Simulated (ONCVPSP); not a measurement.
# An ONCV potential for Ag, from input to tests

Aim: build the potential from the settings below, then test how well it stands in for the atom: other configurations, scattering, ghost states and the plane-wave cutoff that it needs.

Method: ONCVPSP 4.0.1.1 (patched build), PBE, scalar-relativistic.

## (1) The design

The settings as typed:

- element: silver (Ag, Z = 47)
- type: optimised norm-conserving Vanderbilt (ONCV)
- frozen core: [Ar] 3d10
- valence charge: 19
- reference configuration: 4s2 4p6 4d10 5s1
- partial waves: 4s+5s: rc 1.45 bohr, ncon 4, nbas 8, qcut 9.7 1/bohr, 2 projectors; 4p: rc 1.55 bohr, ncon 4, nbas 8, qcut 8 1/bohr, 2 projectors, debl 1 Ha; 4d: rc 1.15 bohr, ncon 4, nbas 9, qcut 7.3 1/bohr, 2 projectors, debl 2.9 Ha; f scattering state at 0.21 Ha: rc 1.25 bohr, ncon 4, nbas 7, qcut 9 1/bohr, 2 projectors, debl 3.2 Ha
- local potential: polynomial inside 0.95 bohr (lpopt 5, dvloc0 3 Ha)
- core correction: not asked for

An earlier all-electron run gives the scale for the radii.

All-electron outer shells of the reference configuration (PBE, scalar-relativistic, ld1.x):

| shell | level (eV) | outermost node (bohr) | outermost maximum (bohr) |
| --- | --- | --- | --- |
| 3d | -358.48 | – | 0.27 |
| 4s | -95.05 | 0.44 | 0.82 |
| 4p | -58.57 | 0.44 | 0.87 |
| 4d | -7.44 | 0.43 | 1.04 |
| 5s | -4.40 | 1.11 | 2.49 |
| 5p | -0.74 | 1.25 | 3.86 |

## (2) The generation run

Ag.dat reads:

```
# ATOM AND REFERENCE CONFIGURATION
# atsym  z   nc   nv     iexc    psfile
  Ag 47.00    6    4        4      upf
#
#   n    l    f
    1    0    2.00
    2    0    2.00
    2    1    6.00
    3    0    2.00
    3    1    6.00
    3    2   10.00
    4    0    2.00
    4    1    6.00
    4    2   10.00
    5    0    1.00
#
# PSEUDOPOTENTIAL AND OPTIMIZATION
# lmax
    3
#
#   l,   rc,      ep,       ncon, nbas, qcut
    0    1.45    0.00    4    8    9.70
    1    1.55    0.00    4    8    8.00
    2    1.15    0.00    4    9    7.30
    3    1.25    0.21    4    7    9.00
#
# LOCAL POTENTIAL
# lloc, lpopt,  rc(5),   dvloc0
    4    5    0.95    3.00
#
# VANDERBILT-KLEINMAN-BYLANDER PROJECTORs
# l, nproj, debl
    0    2    0.90
    1    2    1.00
    2    2    2.90
    3    2    3.20
#
# MODEL CORE CHARGE
# icmod, fcfact, rcfact
    0    0.00    0.00
#
# LOG DERIVATIVE ANALYSIS
# epsh1, epsh2, depsh
   -5.00    5.00    0.04
#
# OUTPUT GRID
# rlmax, drl
    6.00    0.01
#
# TEST CONFIGURATIONS
# ncnf
    4
# nvcnf
#   n    l    f
    4
    4    0    2.00
    4    1    6.00
    4    2   10.00
    5    0    0.00
#
    4
    4    0    2.00
    4    1    6.00
    4    2    9.00
    5    0    0.00
#
    4
    4    0    2.00
    4    1    6.00
    4    2    8.00
    5    0    0.00
#
    4
    4    0    2.00
    4    1    5.00
    4    2   10.00
    5    0    1.00
#
```

Run with:

```console
oncvpsp.x < Ag.dat > Ag.out
```

Q: Predict the outcome of this session. Wanted: cutoffs for 1 and 0.1 mHa per electron, occupied waves; bound ghosts; GHOST(+) flags; largest test error; largest phase difference near zero energy, channels read; projector energies reset by the program.

**Answer**, as computed:

| quantity | value |
| --- | --- |
| cutoffs for 1 and 0.1 mHa per electron, occupied waves | 54 Ha and 213 Ha |
| bound ghosts | none found |
| GHOST(+) flags | s at 271 eV |
| largest test error (AE − PS) | -86 meV, for 4s2 4p5 4d10 5s1 |
| largest phase difference near zero energy, channels read | 0.000 rad |
| projector energies reset by the program | p: -2.152, 0.250 Ha |

By total energies transferability is fair: the largest error is 86 meV on 65.2 eV, for 4s2 4p5 4d10 5s1. That test lies far up in energy; among those under 40 eV, nearer to bonding, the largest error is 2.6 meV. It counts as hard, with 54 Ha needed at the looser tolerance. The tighter tolerance needs 213 Ha, and converged work needs a cutoff nearer that. At the looser tolerance the 4d wave is the slowest; 4s needs 31 Ha. It is free of bound ghosts as far as tested. Near zero energy the phases of the channels with partial waves agree within 0.001 rad. The program also flags highly localised states, GHOST(+) (s). All of this concerns the isolated atom, not yet a solid.
